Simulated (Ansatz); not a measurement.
# GeHO+ (singlet): from Hartree-Fock to the top rungs, cc-pVTZ

The task here is to estimate one member of a computed series from the others.

The runs use Ansatz 0.2.0, Gaussian basis; cc-pVTZ, core rule «outside noble gas», up to 15 orbitals frozen.

Plan: UHF; CCSD(T) on RHF; CCSD(T) on UHF; BCCD(T) on RHF; CCSDT(Q) on RHF; CCSDT(Q) on UHF; CASSCF and MRCISD+Q, 10 electrons in 9 orbitals; CASSCF and NEVPT2, 10 electrons in 9 orbitals.

7 further runs of the same task are left out: 2 for a known fault of the program, 5 set aside as unsound or not needed.

### The system

The geometry is a PBE0/def2-TZVP stationary point (not a proven minimum) of the parent state, kept for this charge and spin. No spin-orbit coupling is included. The filled d shell of Ge may be among the frozen orbitals whatever the setting's name suggests; the logs give the count.

3 atoms, charge 1, spin multiplicity 1.

Atoms are counted from 1 here; the program's logs count them from 0.

Bond lengths: Ge1–O2 1.651 Å, Ge1–H3 1.599 Å. Angles: O2–Ge1–H3 112.9°.

The first run:

Input file in.yaml:

```yaml
crystal:
  periodic: [false, false, false]
  atoms:
    - {symbol: Ge, position_ang: [0.000000, -0.040516, 0.285357]}
    - {symbol: O, position_ang: [0.000000, 0.097280, -1.360296]}
    - {symbol: H, position_ang: [0.000000, 1.375714, 1.027442]}
basis:
  gaussian: {orbitals: cc-pVTZ}
total_charge: 1
magnetization: {spin_polarized: true, initial_magnetization: 0}
hamiltonian: {xc: hf}
output: {orbitals: {seedname: orbitals}}
```

Started as:

```
$ ansatz run in.yaml --threads 1 --pin off --events-out ev --progress --plain --max-ram 4096MiB --backend cpu
```

Steps of the session up to this table: UHF; CCSD(T) on RHF; CCSD(T) on UHF; BCCD(T) on RHF; CCSDT(Q) on RHF; CCSDT(Q) on UHF; CASSCF and MRCISD+Q, 10 electrons in 9 orbitals; CASSCF and NEVPT2, 10 electrons in 9 orbitals.

One table of the session follows, with a row left open; its other results are not shown here.

| method | from RCCSDT(Q) (kcal/mol) |
| --- | --- |
| RHF | +243.23 |
| UHF | +204.11 |
| RMP2 | +17.66 |
| UMP2 | +41.73 |
| RCCSD | +17.37 |
| UCCSD | +17.60 |
| RCCSD(T) | +2.68 |
| UCCSD(T) | +6.58 |
| BCCD(T) | +2.60 |
| RCCSDT | +2.51 |
| UCCSDT | +2.57 |
| RCCSDT(Q) | 0 |
| UCCSDT(Q) | -0.78 |
| CASSCF valence | +132.01 |
| NEVPT2 valence | ? |
| MRCISD valence | +9.16 |
| MRCISD+Q valence | +2.57 |

**Question.** Estimate the row for NEVPT2 valence.

As computed: from RCCSDT(Q) (kcal/mol): +24.39. In the column «from RCCSDT(Q) (kcal/mol)» it lies between RMP2 (+17.66) and UMP2 (+41.73).

Some runs used a GPU and others CPU threads alone; cost is compared among the CPU runs only.

Among the levels timed on like hardware, those that no quicker one beats, quickest first: RCCSD(T) (4.9 s, +2.68 kcal/mol); BCCD(T) (5.5 s, +2.60 kcal/mol).

Limits of these values: The determinant is far from a pure spin state, so its energy mixes those of several spin states (harmless only where they are near-degenerate, as at dissociation). Warnings: restricted reference is unstable; spin contamination; large T1 diagnostic. Restricted and unrestricted rows rest on different reference determinants; where their highest levels disagree by more than a few hundredths of an eV, they describe different states and don't form one ladder.
